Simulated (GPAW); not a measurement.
Crystal: Mg3GaO4.

```
Ga Mg O
1.0
     4.36349    0.00000    0.00000
     0.00000    4.36349    0.00000
     0.00000    0.00000    4.36349
Ga Mg O
1 3 4
Direct
  0.00000 0.00000 0.00000
  0.50000 0.50000 0.00000
  0.50000 0.00000 0.50000
  0.00000 0.50000 0.50000
  0.00000 0.50000 0.00000
  0.00000 0.00000 0.50000
  0.50000 0.50000 0.50000
  0.50000 0.00000 0.00000
```

The cell comes from a database or a generator and needn't be the stable form of this composition.

```yaml
Program: GPAW 26.7.0
Task: relaxation of cell and atoms
Functional: PBEsol
Dispersion: D3
Potentials_or_basis: PAW data sets generated in the run's folder for this functional
Cutoff: 800 eV
Basis: pw
k_mesh: 5 × 5 × 5
Occupations: fermi-dirac, width 0.05 eV
Spin: no spin polarisation
```

At the start: pressure -6.5 GPa; volume 10.39 Å³/atom.

Task: How do energy, volume and symmetry change on relaxing?

Result: Over 4 steps the energy falls by 9.0 meV/atom and the volume is 9.94 Å³/atom (-4.3 %); space group Pm-3m (No. 221, to 0.05 Å).

Step by step:
| step | energy change (eV) | largest force (eV/Å) | pressure (GPa) | volume (Å³) |
| --- | --- | --- | --- | --- |
| 1 | 0.0000 | 0.0000 | -6.49 | 83.08 |
| 2 | -0.0072 | 0.0000 | -6.19 | 82.89 |
| 3 | -0.0717 | 0.0000 | 0.42 | 79.30 |
| 4 | -0.0722 | 0.0000 | -0.02 | 79.52 |

Final structure:
```yaml
crystal:
  lattice:
    - [4.30020, 0.00000, 0.00000]
    - [0.00000, 4.30020, 0.00000]
    - [0.00000, 0.00000, 4.30020]
  atoms:
    - { symbol: Ga, position: [0.00000, 0.00000, 0.00000] }
    - { symbol: Mg, position: [0.50000, 0.50000, 0.00000] }
    - { symbol: Mg, position: [0.50000, 0.00000, 0.50000] }
    - { symbol: Mg, position: [0.00000, 0.50000, 0.50000] }
    - { symbol: O, position: [0.00000, 0.50000, 0.00000] }
    - { symbol: O, position: [0.00000, 0.00000, 0.50000] }
    - { symbol: O, position: [0.50000, 0.50000, 0.50000] }
    - { symbol: O, position: [0.50000, 0.00000, 0.00000] }
```

Caveat: the data sets keep Ga 3d, Li 1s and Be 1s frozen, and some such compounds lay over 1.5 % in volume off other programs; later steps reuse the first step's grids; an odd number of electrons without spin polarisation forces a metal; a magnetic or distorted state may lie lower; pairwise dispersion overbinds metals, which lowers pressure and volume.
